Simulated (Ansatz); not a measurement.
# SiBrCl3: one species, many methods

The task here is to estimate one member of a computed series from the others.

The runs use Ansatz 0.2.0, Gaussian basis; functionals in def2-TZVPP, the program's frozen cores in correlated methods.

Plan: LDA (SPW92), PBE-D4, revPBE-D4, BLYP-D4, r2SCAN-D4, B97M-V, PBE0-D4, B3LYP-D4, r2SCANh-D4, r2SCAN0-D4, HSE06-D4, BHLYP-D4, CAM-B3LYP-D4, LC-ωPBE, ωB97X-V, ωB97M-V, B2PLYP, PBE-QIDH; CCSD(T)/def2-SVP; CCSD(T)/def2-TZVPP; MP2/def2-QZVPP; extrapolation to the limit; RPA on PBE.

### The geometry

An earlier PBE0-D4 in a triple-zeta def2 set relaxation fixed the geometry.

SMILES `Cl[Si](Cl)(Cl)Br`, 5 atoms, charge 0, spin multiplicity 1.

Atoms are counted from 1 here; the program's logs count them from 0.

Bond lengths: Cl1–Si2 2.023 Å, Si2–Cl3 2.023 Å, Si2–Cl4 2.023 Å, Si2–Br5 2.188 Å. Angles: Cl1–Si2–Cl3 109.3°, Cl1–Si2–Cl4 109.3°, Cl1–Si2–Br5 109.7°, Cl3–Si2–Cl4 109.3°, Cl3–Si2–Br5 109.7°, Cl4–Si2–Br5 109.7°.

The first run:

Contents of in.yaml:

```yaml
crystal:
  periodic: [false, false, false]
  atoms:
    - {symbol: Cl, position_ang: [-0.852880, -0.217682, 1.821586]}
    - {symbol: Si, position_ang: [0.003445, -0.042577, -0.003195]}
    - {symbol: Cl, position_ang: [1.690477, -1.158176, -0.059225]}
    - {symbol: Cl, position_ang: [-1.285660, -0.709676, -1.412792]}
    - {symbol: Br, position_ang: [0.494418, 2.054411, -0.387875]}
basis:
  gaussian: {orbitals: def2-TZVPP}
hamiltonian: {xc: lda}
output: {orbitals: {seedname: orbitals}}
```

Steps of the session up to this table: LDA; PBE-D4 (GGA); revPBE-D4 (GGA); BLYP-D4 (GGA); r2SCAN-D4 (meta-GGA); B97M-V (meta-GGA); PBE0-D4 (hybrid); B3LYP-D4 (hybrid); r2SCANh-D4 (hybrid); r2SCAN0-D4 (hybrid); HSE06-D4 (hybrid); BHLYP-D4 (hybrid); CAM-B3LYP-D4 (range-separated); LC-ωPBE-D4 (range-separated; the results give it without D4); ωB97X-V (range-separated); ωB97M-V (range-separated); B2PLYP (double hybrid); PBE-QIDH (double hybrid).

One table of the session follows, with a row left open; its other results are not shown here.

It belongs to the step «Orbital energies across the functionals». 

```
  functional  HOMO (eV)  gap (eV)
 LDA (SPW92)      -7.88      5.72
      PBE-D4      -7.71      5.83
   revPBE-D4      -7.66      5.89
     BLYP-D4          ?         ?
   r2SCAN-D4      -8.09      6.54
      B97M-V      -8.16      6.71
     PBE0-D4      -9.06      8.14
    B3LYP-D4      -8.76      7.59
  r2SCANh-D4      -8.57      7.36
  r2SCAN0-D4      -9.30      8.58
    HSE06-D4      -8.66      7.36
    BHLYP-D4     -10.21     10.37
CAM-B3LYP-D4     -10.38     10.56
     LC-ωPBE     -11.82     13.26
     ωB97X-V     -11.43     12.77
     ωB97M-V     -11.26     12.39
```

Q: Estimate the row for BLYP-D4 from the others.

Worked estimate for «HOMO (eV)». Against the share of exact exchange, B3LYP-D4 (0.2, -8.76), BHLYP-D4 (0.5, -10.21) give a slope of -4.83 per unit share; at 0 the line stands at -7.79.

**Answer.** HOMO (eV): -7.52; gap (eV): 5.75. In «HOMO (eV)» the line misses by -0.27.
